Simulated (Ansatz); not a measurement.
# B (B, A15): the cost of one run

Program: Ansatz 0.2.0. Level of theory: DFT r2SCAN, plane waves (500 eV) with PAW, scalar-relativistic; PAW files made under PBE, frozen cores solved again for the functional. These are calculated values, not measurements.

## Step 1: The starting structure

It takes space group Pm-3n (No. 223, cubic). Conventional cell: a = 3.743 Å, b = 3.743 Å, c = 3.743 Å, α = 90.00°, β = 90.00°, γ = 90.00°. B (site symmetry m-3) has 12 B at 2.09 Å as nearest neighbours. B (site symmetry -4m2) is surrounded by 6 B at 1.87 to 2.09 Å.

Structure file:

```cif
data_structure
_symmetry_space_group_name_H-M 'P 1'
_symmetry_Int_Tables_number 1
_cell_length_a 3.7428
_cell_length_b 3.7428
_cell_length_c 3.7428
_cell_angle_alpha 90.000
_cell_angle_beta 90.000
_cell_angle_gamma 90.000
_cell_volume 52.43
loop_
_atom_site_label
_atom_site_type_symbol
_atom_site_fract_x
_atom_site_fract_y
_atom_site_fract_z
_atom_site_occupancy
B1 B 0.00000 0.00000 0.00000 1
B2 B 0.50000 0.50000 0.50000 1
B3 B 0.25000 0.00000 0.50000 1
B4 B 0.75000 0.00000 0.50000 1
B5 B 0.50000 0.25000 0.00000 1
B6 B 0.50000 0.75000 0.00000 1
B7 B 0.00000 0.50000 0.25000 1
B8 B 0.00000 0.50000 0.75000 1
```

## Step 2: Relaxation of the cell

input.yaml

```yaml
crystal:
  lattice:
    - [3.7428346132, 0.0, 0.0]
    - [0.0, 3.7428346132, 0.0]
    - [0.0, 0.0, 3.7428346132]
  atoms:
    - { symbol: B, position: [0.0, 0.0, 0.0] }
    - { symbol: B, position: [0.5, 0.5, 0.5] }
    - { symbol: B, position: [0.25, 0.0, 0.5] }
    - { symbol: B, position: [0.75, 0.0, 0.5] }
    - { symbol: B, position: [0.5, 0.25, 0.0] }
    - { symbol: B, position: [0.5, 0.75, 0.0] }
    - { symbol: B, position: [0.0, 0.5, 0.25] }
    - { symbol: B, position: [0.0, 0.5, 0.75] }
hamiltonian:
  xc: r2scan
  pseudopotentials:
    kind: paw
    azcp:
      B: "pseudopotentials/B.paw.azcp"
basis:
  ecutwfc: 500
  fft_grid_basis: typed
kpoints:
  mp_grid: { grid: [7, 7, 7], shift: [0, 0, 0] }
magnetization:
  spin_polarized: false
scf:
  occupations: { method: fermi_dirac, width: 0.1 }
relax:
  max_steps: 60
  f_tol: 0.01
  cell: {}
```

What time and memory should one allow on 2 threads of an x86-64 CPU, shared host?

About 13 s, with a peak of 0.63 GiB.
